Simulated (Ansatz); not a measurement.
Below is the output of a Python script on the Ansatz DFT code, driven from Python that makes an equation of state with a fit of Na3Ca, space group Fm-3m. Write a script that gives it. Settings (first run): PBEsol, PAW, cutoff 550 eV, 5×5×5 k-points, Fermi-Dirac smearing of 0.1 eV, D4 dispersion.

```
Na Ca
1.0
     0.00000    4.23512    4.23512
     4.23512    0.00000    4.23512
     4.23512    4.23512    0.00000
Na Ca
3 1
Direct
  0.25000 0.25000 0.25000
  0.75000 0.75000 0.75000
  0.50000 0.50000 0.50000
  0.00000 0.00000 0.00000
```

```console
$ python eos_na3ca.py
V =  27.6882 A^3/atom  F = -1555.16006 eV/atom
V =  30.0602 A^3/atom  F = -1555.22152 eV/atom
V =  32.5640 A^3/atom  F = -1555.25959 eV/atom
RunWarning: dispersion: an atom stands within reach of a switch of its C6 between two reference coordination numbers of its element: through that C6 alone, e_disp changes by 0.025 eV or more while [...]
V =  35.2031 A^3/atom  F = -1555.28618 eV/atom
V =  37.9811 A^3/atom  F = -1555.28864 eV/atom
V =  40.9015 A^3/atom  F = -1555.27829 eV/atom
V =  43.9678 A^3/atom  F = -1555.26669 eV/atom
V =  47.1838 A^3/atom  F = -1555.26412 eV/atom
V =  50.5528 A^3/atom  F = -1555.22600 eV/atom
murnaghan          V0  38.1937 A^3/atom  B0     7.5 GPa  B1  4.55
```
(Warnings from the package without file and line, shortened, repeats left out.)

One script that gives this output:

Script `eos_na3ca.py`:
```python
'''Equation of state of Na3Ca.'''

import ansatz as az
import numpy as np
from pymatgen.analysis.eos import EOS

FUNCTIONAL = 'pbesol'
DISPERSION = 'd4'
CUTOFF_EV = 550
SMEARING = 'fermi_dirac'
SMEARING_WIDTH = 0.1
KGRID = (5, 5, 5)

vectors0 = np.array([
    [0.0, 4.23512, 4.23512],
    [4.23512, 0.0, 4.23512],
    [4.23512, 4.23512, 0.0],
])
sites = [
    ('Na', [0.25, 0.25, 0.25]),
    ('Na', [0.75, 0.75, 0.75]),
    ('Na', [0.5, 0.5, 0.5]),
    ('Ca', [0.0, 0.0, 0.0]),
]


def build(cell):
    crystal = az.Crystal(lattice=az.Lattice.of(cell))
    for symbol, position in sites:
        crystal = crystal.atom(symbol, position)
    return crystal

# scale the volume, keep shape and fractions
volumes, energies = [], []
for scale in np.linspace(0.9, 1.1, 9):
    cell = vectors0 * scale
    setup = (
        build(cell).calculation().scf(max_iterations=70)
        .functional(FUNCTIONAL, dispersion=DISPERSION)
        .pseudopotentials('paw')
        .basis(CUTOFF_EV)
        .occupations(SMEARING, width=SMEARING_WIDTH)
        .kpoints(*KGRID)
    )
    report = setup.run(threads=1).report
    volumes.append(abs(np.linalg.det(cell)) / len(sites))
    energies.append(report['free_energy_ev'] / len(sites))
    print(f'V = {volumes[-1]:8.4f} A^3/atom  F = {energies[-1]:.5f} eV/atom')

for form in ['murnaghan']:
    fit = EOS(eos_name=form).fit(volumes, energies)
    print(f'{form:18s} V0 {fit.v0:8.4f} A^3/atom  B0 {fit.b0_GPa:7.1f} GPa  B1 {fit.b1:5.2f}')
```

Notes:
- The input holds a mistake (the volume factor multiplies the lattice vectors without its cube root), so what it prints is no property of Na3Ca.
- Dispersion corrections can be off by several per cent in the lattices of metals, and by several GPa in the pressure at a fixed cell.
- For a metal this k-point mesh is coarse: on a finer one energies can move by several to tens of meV an atom and pressures by half a GPa or more, differences at one mesh by less.
- This cell is a computed structure, which may not be the phase found in nature.
- The whole script took 20 s on 1 thread of Arm Neoverse V1, with other jobs on the host, peak memory 0.58 GiB.

(Lines on the test bed's own set-up are left out of the output.)
